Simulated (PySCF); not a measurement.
# C2H9GeN: the cost of one run

The runs use PySCF 2.14.0, with density-fitted response routines of our own; the level of theory stands in each step. All values are computed, except where a source is named. Atoms are numbered from 0 throughout.

### Step 1. Starting geometry

13 atoms, charge 0, multiplicity 1; geometry from: GFN2-xTB. The atoms were then displaced at random by about 0.01 Å, so the start is not that level's minimum.

Bonds of the start (Å): C0–C1 1.49, C1–Ge2 1.97, Ge2–N3 1.86, C0–H4 1.11, C0–H5 1.09, C0–H6 1.09, C1–H7 1.09, C1–H8 1.08, Ge2–H9 1.49, Ge2–H10 1.52, N3–H11 1.02, N3–H12 0.96.

### Step 2. Optimising the geometry at PBE0-D3(BJ)/def2-SVP

The job: settings as JSON, then the geometry in Å.

```
{"job": {"xc": "PBE0", "basis": "def2-SVP", "d3": "d3bj", "grid": 1, "shake": 0.01, "kind": "geom"}, "charge": 0, "multiplicity": 1}
C     -1.951000    -0.200650    -0.520070
C     -0.622200    -0.622480     0.008820
Ge     0.859340     0.540960    -0.564010
N      2.399210    -0.034180     0.311390
H     -2.203970     0.829490    -0.203870
H     -2.765680    -0.833370    -0.177300
H     -1.965040    -0.182870    -1.612270
H     -0.631520    -0.638610     1.097550
H     -0.403530    -1.630330    -0.300100
H      1.223470     0.415690    -2.002980
H      0.547230     2.008400    -0.306160
H      2.308880    -0.091980     1.328530
H      3.210620     0.423040     0.068890
```

The run is started by

```bash
$ OMP_NUM_THREADS=1 python probes_run.py task.json out
```

The driver reads the jobs from task.json and runs them one after another.

**Question.** How long does this first job take on 1 thread of Arm Neoverse V1, shared host, and how much memory does it need?

About 63 s, with a peak of 0.51 GiB.
